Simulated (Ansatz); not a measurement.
The system is Co, a slab with vacuum.

```
Co
1.0
     2.47056    0.00000    0.00000
    -1.23528    2.13957    0.00000
     0.00000    0.00000   23.08823
Co
5
Direct
  0.00000 0.00000 0.32484
  0.33333 0.66667 0.41242
  0.00000 0.00000 0.50000
  0.66667 0.33333 0.58758
  0.00000 0.00000 0.67516
```

Below is the output of Ansatz 0.2.0 for this cell. Logs are shortened: lines on timing, memory, paths and dates and some standing lists are left out, and cuts for length are marked.

```text
Warning: RAYON_NUM_THREADS=8 ignored (pool sized by the plan → 8); use --threads N
LAPW: plane waves up to 8.728 Å⁻¹, error target 2.0e-3 eV per atom; small_component_spin mean_spin; Co in spheres of 1.235 Å, 17 of its electrons in bands, Dirac shells [] (how accurate: hamiltonian.pseudopotentials.lapw.basis_error, Limitations)
Engine: ansatz 0.2.0, x86_64-unknown-linux-gnu
Pseudopotentials: kind: all_electron
Pseudopotential: Co, LAPW, valence charge 17, lapw/all_electron/scalar/gaussian/Co, Koelling and Harmon's equation, gaussian nucleus
Functional definition: PBE
  parameter kappa = 0.804
  parameter beta = 0.06672455060314922
  exchange = pbe_x(kappa = kappa, mu = beta*pi^2/3)
  correlation = pbe_c(beta = beta)
Crystal: 5 atoms, lattice volume = 122.043 Å³
Basis set: ecut = 290.2160160795496 eV, 1379 PW (Γ), exchange–correlation at level 2
[... 49 lines left out ...]
  E_xc         = -8122.738422
  E_electrostatic = -373870.030297  (all electrons and nuclei)
  E_smearing   = -0.046997  (= −TS)
  E_closure    = 0.000000  (closes the sum)
  E_atoms      = -189546.446313  (free atoms, spherical and without spin; not in F)
  Σ components = -189586.462263   (vs F -189586.462263, Δ=0.00e0)
  Basis errors (estimates in eV, not in F): energy 6.0e-4 per atom: plane waves 5.1e-4 (2.8e-4 summed), levels above the bands 1.8e-93, relativity 2.2e-8, radial functions 9.2e-5, core shells 1.5e-9; eigenvalues (radial functions only) 1.3e-6; not estimated: angular momenta, meshes, grids; target (lapw.basis_error) 2.0e-3; muffin-tin radii Co 1.235 Å
--- Forces (eV/Å), atoms counted from 1 ---
  atom   1  Co    -0.00000000    -0.00000000     0.28345424
  atom   2  Co     0.00000000     0.00000000    -0.42284328
  atom   3  Co     0.00000000     0.00000000     0.00000000
  atom   4  Co    -0.00000000    -0.00000000     0.42284328
  atom   5  Co     0.00000000    -0.00000000    -0.28345424
  max |Σ_I F_I| component: 1.11e-16 eV/Å
--- Stress (GPa, compression-positive) ---
       -0.169690       0.000000      -0.000000
        0.000000      -0.169690      -0.000000
       -0.000000      -0.000000      -0.759401
  P = ⅓ Tr σ = -0.3663 GPa (-3.663 kbar)
--- Band table (eV; the first three rows and the last of 38) ---
  k-point 0 ↑: bands = ["-90.3715", "-90.3639", "-90.3105", "-90.2213", "-90.2213", "-53.7728", "-53.7189", "-53.5600", "-53.5160", "-53.4623", "-53.4623", "-53.4603", "-53.4491", "-53.4491", "-53.4283", "-53.4283", "-53.2974", "-53.2974", "-53.2974", "-53.2974", "-3.0481", "-2.0969", "-0.8092", "0.2109", "0.4708", "2.8092", "2.8115", "2.9692", "3.0208", "3.0208", "3.1247", "3.1247", "3.1833", "3.1833", "3.3776", "3.3776", "3.4387", "3.4387", "3.4762", "4.0261", "4.0261", "4.1812", "4.1812", "4.6220", "4.6220", "4.7541", "4.7541", "4.9180", "4.9180", "5.1199", "5.7812", "10.4005", "10.7244", "11.6583", "13.1825", "13.5419", "15.7457"]
  k-point 1 ↑: bands = ["-90.3684", "-90.3612", "-90.3083", "-90.2188", "-90.2188", "-53.7666", "-53.7158", "-53.5618", "-53.5187", "-53.4785", "-53.4675", "-53.4674", "-53.4572", "-53.4534", "-53.4433", "-53.4318", "-53.3144", "-53.3142", "-53.3015", "-53.3015", "-2.8035", "-1.8627", "-0.5894", "0.4117", "0.6410", "2.7042", "2.7469", "2.8525", "2.9413", "3.0578", "3.1275", "3.1536", "3.2073", "3.2502", "3.2935", "3.3324", "3.4658", "3.4939", "3.5445", "3.9054", "3.9706", "4.1246", "4.1729", "4.3417", "4.3951", "4.6066", "4.7606", "4.9335", "4.9397", "5.8487", "6.6265", "10.6161", "10.9567", "11.8537", "13.3979", "13.6918", "15.9640"]
  k-point 2 ↑: bands = ["-90.3600", "-90.3538", "-90.3023", "-90.2120", "-90.2120", "-53.7495", "-53.7082", "-53.5754", "-53.5365", "-53.5181", "-53.4936", "-53.4813", "-53.4770", "-53.4657", "-53.4652", "-53.4412", "-53.3604", "-53.3596", "-53.3127", "-53.3127", "-2.1004", "-1.2037", "-0.0005", "0.9298", "1.0736", "2.3854", "2.4791", "2.5714", "2.7686", "2.8306", "3.0492", "3.2191", "3.2587", "3.3755", "3.3877", "3.4183", "3.5536", "3.5970", "3.6329", "3.8072", "3.8376", "3.9693", "4.1366", "4.1742", "4.5507", "4.5754", "4.7723", "4.9679", "5.4979", "6.8845", "8.0117", "11.2512", "11.6529", "12.4315", "14.0429", "14.1763", "16.6197"]
  k-point 18 ↓: bands = ["-88.1913", "-88.1739", "-88.1739", "-88.0059", "-88.0059", "-51.6317", "-51.6317", "-51.6265", "-51.5806", "-51.5669", "-51.5669", "-51.5074", "-51.5074", "-51.4685", "-51.4123", "-51.4123", "-51.3923", "-51.3923", "-51.3009", "-51.2999", "2.9277", "2.9277", "2.9522", "2.9715", "2.9715", "3.1253", "3.1253", "3.4793", "3.5831", "4.1198", "4.1198", "4.2090", "4.6271", "4.6271", "4.8013", "4.8013", "5.5563", "5.5563", "6.2919", "6.2919", "6.5869", "6.6342", "6.7974", "6.7974", "6.8188", "11.6403", "11.6403", "12.0159", "12.1418", "12.5946", "12.5946", "13.2238", "13.2238", "15.5494", "15.5494", "15.5962", "15.7941"]
```

Task: Write the input and the command behind it.

Result: Single point with PBE, collinear spin, ferromagnetic start. The files as run (others can give the same):

input.yaml
```yaml
crystal:
  lattice:
    - [2.4705617809, 0.0, 0.0]
    - [-1.2352808904, 2.1395692639, 0.0]
    - [0.0, 0.0, 23.0882338]
  atoms:
    - { symbol: Co, position: [0.0, 0.0, 0.3248407854], spin: 2.0 }
    - { symbol: Co, position: [0.33333333, 0.66666666, 0.4124203927], spin: 2.0 }
    - { symbol: Co, position: [0.0, 0.0, 0.5], spin: 2.0 }
    - { symbol: Co, position: [0.66666667, 0.33333334, 0.5875796073], spin: 2.0 }
    - { symbol: Co, position: [0.0, 0.0, 0.6751592146], spin: 2.0 }
kpoints:
  mp_grid: { grid: [12, 12, 1] }
scf:
  occupations: { method: fermi_dirac, width: 0.05 }
hamiltonian:
  xc: pbe
  pseudopotentials: { kind: all_electron, lapw: { basis_error: 0.002 } }
magnetization:
  spin_polarized: true
output:
  forces: true
  stress: true
  eigenvalues: true
```

Potentials or basis: all-electron LAPW, scalar-relativistic.
The run is started by
```bash
$ ansatz run input.yaml --threads 8 --pin off --max-ram 30720MiB --backend cpu --events-out ev --progress --plain --runs-dir out
```
